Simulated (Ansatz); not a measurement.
# C2H8S2Si: basis-set convergence

An exercise on one series of results from a longer session: the logs are not shown, and one member is left open.

The runs use Ansatz 0.2.0, Gaussian basis; one geometry, several basis sets.

The runs, in order: PBE0-D4/def2-SVP; ωB97M-V/def2-SVP; PBE0-D4/def2-QZVPP; ωB97M-V/def2-QZVPP; the functionals' def2-TZVPP values are taken from earlier runs.

## The geometry

The geometry comes from an earlier relaxation with PBE0-D4 in a triple-zeta def2 set; it is a stationary point, not always the lowest conformer.

13 atoms, charge 0, spin multiplicity 1.

Atoms are counted from 1 here; the program's logs count them from 0.

Bond lengths: C1–S2 1.794 Å, C1–H6 1.091 Å, C1–H7 1.090 Å, C1–H8 1.091 Å, S2–C3 1.791 Å, C3–S4 1.824 Å, C3–H9 1.091 Å, C3–H10 1.092 Å, S4–Si5 2.137 Å, Si5–H11 1.484 Å, Si5–H12 1.485 Å, Si5–H13 1.486 Å. Angles: S2–C1–H6 111.2°, S2–C1–H7 106.8°, S2–C1–H8 110.5°, H6–C1–H7 109.1°, H6–C1–H8 109.9°, H7–C1–H8 109.3°, C1–S2–C3 100.5°, S2–C3–S4 116.4°, S2–C3–H9 105.6°, S2–C3–H10 110.9°, S4–C3–H9 109.4°, S4–C3–H10 105.9°, H9–C3–H10 108.4°, C3–S4–Si5 100.0°, S4–Si5–H11 113.5°, S4–Si5–H12 110.7°, S4–Si5–H13 103.4°, H11–Si5–H12 110.0° and more.

As a file:

```xyz
13
C2H8S2Si
C    -1.84040    0.63320    0.54164
S    -0.53220   -0.23059    1.41297
C     0.88699    0.74888    0.92738
S     1.26908    0.79706   -0.85505
Si    1.03825   -1.27087   -1.34091
H    -1.97253    1.64388    0.93106
H    -2.75604    0.06490    0.70569
H    -1.62607    0.67144   -0.52739
H     1.73408    0.32578    1.46875
H     0.76540    1.78884    1.23616
H    -0.37729   -1.69115   -1.48659
H     1.72184   -2.12588   -0.33798
H     1.70928   -1.39020   -2.66114
```

The first run:

The input, in.yaml:

```yaml
crystal:
  periodic: [false, false, false]
  atoms:
    - {symbol: C, position_ang: [-1.840397, 0.633202, 0.541639]}
    - {symbol: S, position_ang: [-0.532196, -0.230594, 1.412972]}
    - {symbol: C, position_ang: [0.886991, 0.748880, 0.927379]}
    - {symbol: S, position_ang: [1.269076, 0.797064, -0.855047]}
    - {symbol: Si, position_ang: [1.038251, -1.270874, -1.340912]}
    - {symbol: H, position_ang: [-1.972532, 1.643883, 0.931061]}
    - {symbol: H, position_ang: [-2.756037, 0.064904, 0.705688]}
    - {symbol: H, position_ang: [-1.626066, 0.671441, -0.527391]}
    - {symbol: H, position_ang: [1.734079, 0.325780, 1.468751]}
    - {symbol: H, position_ang: [0.765398, 1.788842, 1.236165]}
    - {symbol: H, position_ang: [-0.377288, -1.691148, -1.486587]}
    - {symbol: H, position_ang: [1.721844, -2.125882, -0.337976]}
    - {symbol: H, position_ang: [1.709278, -1.390197, -2.661141]}
basis:
  gaussian: {orbitals: def2-SVP}
hamiltonian: {xc: pbe0, dispersion: d4}
output: {orbitals: {seedname: orbitals}}
```

Steps of the session up to this table: PBE0-D4 in def2-SVP; ωB97M-V in def2-SVP; PBE0-D4 in def2-QZVPP; ωB97M-V in def2-QZVPP.

One table of the session follows, with a row left open; its other results are not shown here.

It belongs to the step «Functionals by basis». 

| functional | basis | HOMO (eV) | LUMO (eV) |
| --- | --- | --- | --- |
| PBE0-D4 | def2-SVP | -6.67 | 0.32 |
| PBE0-D4 | def2-TZVPP | -6.70 | -0.11 |
| PBE0-D4 | def2-QZVPP | -6.73 | -0.25 |
| ωB97M-V | def2-SVP | -8.81 | 2.38 |
| ωB97M-V | def2-TZVPP | -8.88 | 1.77 |
| ωB97M-V | def2-QZVPP | ? | ? |

Q: Estimate the row for ωB97M-V, def2-QZVPP from the others.

The run gave: HOMO (eV): -8.90; LUMO (eV): 1.41. In the column «HOMO (eV)» it is the lowest.
